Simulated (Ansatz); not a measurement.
# HfW2: the cost of one run

Computed with Ansatz 0.2.0 (DFT PBEsol, scalar-relativistic, plane waves, PAW, unless a step's input says otherwise).

1 further run of the same task is left out (set aside as unsound or not needed).

## (1) Starting point

The structure is cubic, space group Fd-3m (No. 227). The conventional cell has a = 7.542 Å, b = 7.542 Å, c = 7.542 Å, α = 90.00°, β = 90.00°, γ = 90.00°. Around Hf (site symmetry -43m) lie 12 W at 3.13 Å and 4 Hf at 3.27 Å. W (site symmetry -3m) has 6 W at 2.67 Å and 6 Hf at 3.13 Å in its first shell of neighbours.

As a file:

```xyz
6
Lattice="0.0000 3.7708 3.7708 3.7708 0.0000 3.7708 3.7708 3.7708 0.0000" Properties=species:S:1:pos:R:3 pbc="T T T"
Hf    3.7708    3.7708    3.7708
Hf    5.6563    5.6563    5.6563
W     0.9427    0.9427    0.9427
W     0.9427    2.8281    2.8281
W     2.8281    2.8281    0.9427
W     2.8281    0.9427    2.8281
```

It is the result of an earlier relaxation at this level (volume 17.87 Å³/atom; gap on the mesh: none (metal)).

## (2) Static run: bands, density of states and charges

Contents of input.yaml:

```yaml
crystal:
  lattice:
    - [0.0, 3.7708479286, 3.7708479286]
    - [3.7708479286, 0.0, 3.7708479286]
    - [3.7708479286, 3.7708479286, 0.0]
  atoms:
    - { symbol: Hf, position: [0.5, 0.5, 0.5] }
    - { symbol: Hf, position: [0.75, 0.75, 0.75] }
    - { symbol: W, position: [0.125, 0.125, 0.125] }
    - { symbol: W, position: [0.625, 0.125, 0.125] }
    - { symbol: W, position: [0.125, 0.125, 0.625] }
    - { symbol: W, position: [0.125, 0.625, 0.125] }
basis:
  ecutwfc: 420
kpoints:
  mp_grid: { grid: [8, 8, 8] }
  band_path:
    path:
      - [[0.0, 0.0, 0.0], [0.5, 0.0, 0.5], [0.625, 0.25, 0.625]]
      - [[0.375, 0.375, 0.75], [0.0, 0.0, 0.0], [0.5, 0.5, 0.5], [0.5, 0.25, 0.75], [0.5, 0.0, 0.5]]
    npoints: 14
hamiltonian:
  xc: pbesol
scf:
  occupations: { method: gaussian, width: 0.1 }
  n_extra_bands: 15
output:
  forces: true
  stress: true
  eigenvalues: true
  populations: true
  dos: { projected: true, de: 0.02, nscf_kmesh: { grid: [12, 12, 12] } }
  bader: true
  write_density: true
  write_potential: true
  elf: true
  volumetric_format: npy
```

Launch:

```console
ansatz run input.yaml --threads 1 --pin off --max-ram 2560MiB --backend cpu --events-out ev --progress --plain --runs-dir out
```

**Question.** How long does this run take on 1 thread of Intel Xeon 6975P-C (Granite Rapids), shared host, and how much memory does it need?

About 54 s, with a peak of 0.65 GiB.
